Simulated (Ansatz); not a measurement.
# Cl2H3NSi: the cost of one run

Computed with Ansatz 0.2.0, Gaussian basis. Level: PBE0-D4/def2-TZVP structures, single points in def2-TZVPP, no counterpoise correction.

Levels: SPW92, PBE-D4, BLYP-D4, r2SCAN-D4, B97M-V, PBE0-D4, B3LYP-D4, r2SCAN0-D4, BHLYP-D4, CAM-B3LYP-D4, wB97X-V, wB97M-V, B2PLYP, PBE-QIDH, RPA on PBE, Hartree-Fock, MP2, CCSD, CCSD(T).

Cores are frozen in the correlated methods. B3LYP uses VWN-RPA correlation. B2PLYP carries no dispersion term here.

94 further runs of the same task are left out: 94 set aside as unsound or not needed.

### Step 1. The system as given

The complex: 9 atoms, charge 0, spin multiplicity 1.

Atoms are counted from 1 here; the program's logs count them from 0.

Bond lengths: Si1–N2 1.694 Å, Si1–Cl3 2.055 Å, Si1–Cl4 2.040 Å, Si1–H5 1.472 Å, N2–H8 1.008 Å, N2–H9 1.008 Å, H6–H7 0.748 Å. Angles: N2–Si1–Cl3 115.0°, N2–Si1–Cl4 107.4°, N2–Si1–H5 110.0°, Cl3–Si1–Cl4 107.1°, Cl3–Si1–H5 106.5°, Cl4–Si1–H5 110.9°, Si1–N2–H8 119.8°, Si1–N2–H9 120.4°, H8–N2–H9 111.7°.

As a file:

```
atom     x (Å)     y (Å)     z (Å)
 Si1  -1.00678   0.37362  -0.33959
  N2   0.42500  -0.41936  -0.77476
 Cl3  -2.35121   0.64162  -1.87044
 Cl4  -0.49374   2.22700   0.34101
  H5  -1.70895  -0.39319   0.70267
  H6   1.65077  -0.51832   1.77095
  H7   1.93894  -0.57390   2.45870
  H8   0.40670  -1.40317  -0.99396
  H9   1.13927   0.06570  -1.29459
```

Its parts: Cl2H3NSi holds atoms 1, 2, 3, 4, 5, 8, 9; H2 holds atoms 6, 7. Each part counts its atoms afresh in its own runs.

### Step 2. Relaxing Cl2H3NSi alone

relax-a/in.yaml

```yaml
crystal:
  periodic: [false, false, false]
  atoms:
    - {symbol: Si, position_ang: [-1.006781, 0.373621, -0.339588]}
    - {symbol: N, position_ang: [0.424998, -0.419357, -0.774760]}
    - {symbol: Cl, position_ang: [-2.351213, 0.641619, -1.870442]}
    - {symbol: Cl, position_ang: [-0.493736, 2.226996, 0.341014]}
    - {symbol: H, position_ang: [-1.708948, -0.393188, 0.702674]}
    - {symbol: H, position_ang: [0.406699, -1.403170, -0.993956]}
    - {symbol: H, position_ang: [1.139268, 0.065703, -1.294588]}
basis:
  gaussian: {orbitals: def2-TZVP}
hamiltonian: {xc: pbe0, dispersion: d4}
relax: {f_tol: 0.005, max_steps: 200}
```

Command:

```
> ansatz run in.yaml --threads 4 --pin off --events-out ev --progress --plain --max-ram 9574MiB
```

**Question.** How long does this run take on 4 threads of Arm Neoverse V1, shared host?

About 13 s.
